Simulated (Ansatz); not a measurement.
# AlF3 (SMILES F[Al](F)F) at HF/3-21G

Aim: the electronic atomisation energy of AlF3 at HF/3-21G, from 3 runs. 

The results are computed with Ansatz 0.2.0.

39 further runs of the same task are left out: 39 set aside as unsound or not needed.

## Step 1: The system as given

AlF3: 4 atoms, total charge 0, spin state singlet. As SMILES, `F[Al](F)F`. The coordinates come from a PBE0-D4/def2-TZVP relaxation.

Bond lengths: F1–Al2 1.629 Å, Al2–F3 1.629 Å, Al2–F4 1.629 Å. Angles: F1–Al2–F3 120.0°, F1–Al2–F4 120.0°, F3–Al2–F4 120.0°.

## Step 2: The energy at HF/3-21G

The input, run.yaml:

```yaml
crystal:
  periodic: [false, false, false]
  atoms:
    - {symbol: F, position_ang: [0.859410, -0.722590, 1.180170]}
    - {symbol: Al, position_ang: [-0.000000, -0.000010, -0.000000]}
    - {symbol: F, position_ang: [-1.440740, -0.612530, -0.450110]}
    - {symbol: F, position_ang: [0.581330, 1.335130, -0.730040]}
basis:
  gaussian:
    orbitals: 3-21G.json
hamiltonian:
  xc: hf
accuracy: high
output:
  orbitals: {seedname: orbitals}
```

The basis set 3-21G is read from a file made from the Basis Set Exchange's data (not shown).

Run with:

```sh
ansatz run run.yaml --threads 1 --pin off --max-ram 3480MiB --events-out events.jsonl --progress --plain --runs-dir runs
```

Output:

```text
Warning: RAYON_NUM_THREADS=1 ignored (pool sized by the plan → 1); use --threads N
Functional definition: HF
  name "HF"
  exchange = exact_x
  correlation = 0
773 factors; integrals over basis functions are off by at most 4.2e-9 eV
mean field evaluation 1: about -14623.8469 eV, gradient 4.3e1 eV
mean field evaluation 2: about -14623.9477 eV, gradient 4.3e1 eV
mean field evaluation 4: about -14626.7219 eV, gradient 1.1e0 eV
mean field evaluation 8: about -14626.7530 eV, gradient 6.2e-5 eV
mean field -14626.75299926 eV, -537.5232583536 hartree, gradient 1.5e-8 eV, S^2 0.000000; 0 other end points of the search recorded, 0 dependent functions left out
reference -14626.75299926 eV, -537.5232583536 hartree; 20, 20 occupied and 20, 20 virtual orbitals, 773 factors
Total energy: -14626.75299926 eV, -537.5232583536 hartree
```

Run time: 0.22 s. Hardware: 1 thread of Arm Neoverse V2, shared host.

## Step 3: The Al atom

The input, run.yaml:

```yaml
basis:
  gaussian: {orbitals: 3-21G.json}
crystal:
  periodic: [false, false, false]
  atoms:
    - symbol: Al
      position_ang: [0.000000, 0.000000, 0.000000]
hamiltonian: {xc: hf}
magnetization: {spin_polarized: true, initial_magnetization: 1}
accuracy: high
```

The basis set 3-21G is read from a file made from the Basis Set Exchange's data (not shown).

Run the same way, it converges to -240.55105 Eh (log not shown).

## Step 4: The F atom

The input, run.yaml:

```yaml
crystal:
  periodic: [false, false, false]
  atoms:
    - {symbol: F, position_ang: [0.000000, 0.000000, 0.000000]}
basis:
  gaussian:
    orbitals: 3-21G.json
accuracy: high
hamiltonian:
  xc: hf
magnetization:
  spin_polarized: true
  initial_magnetization: 1
```

The basis set 3-21G is read from a file made from the Basis Set Exchange's data (not shown).

Run the same way, it converges to -98.84501 Eh (log not shown).

## Step 5: Results

At HF/3-21G:

| quantity | value |
| --- | --- |
| molecule: total energy | -537.52326 Eh |
| molecule: HOMO energy | -16.34 eV |
| molecule: LUMO energy | 2.17 eV |
| molecule: HOMO–LUMO gap | 18.51 eV |
| Al atom: total energy | -240.55105 Eh |
| Al atom: ⟨S²⟩ | 0.750 |
| F atom: total energy | -98.84501 Eh |
| F atom: ⟨S²⟩ | 0.750 |
| electronic atomisation energy | 11.896 eV |

In words: Taking the molecule apart into free atoms costs 11.90 eV (274 kcal/mol), before zero-point energy and without spin-orbit coupling. Hartree–Fock lacks the correlation of the bonding pairs, which as a rule makes this value much too low; in minimal bases other errors can mask that. The basis has no polarisation functions, which makes bonds too weak.
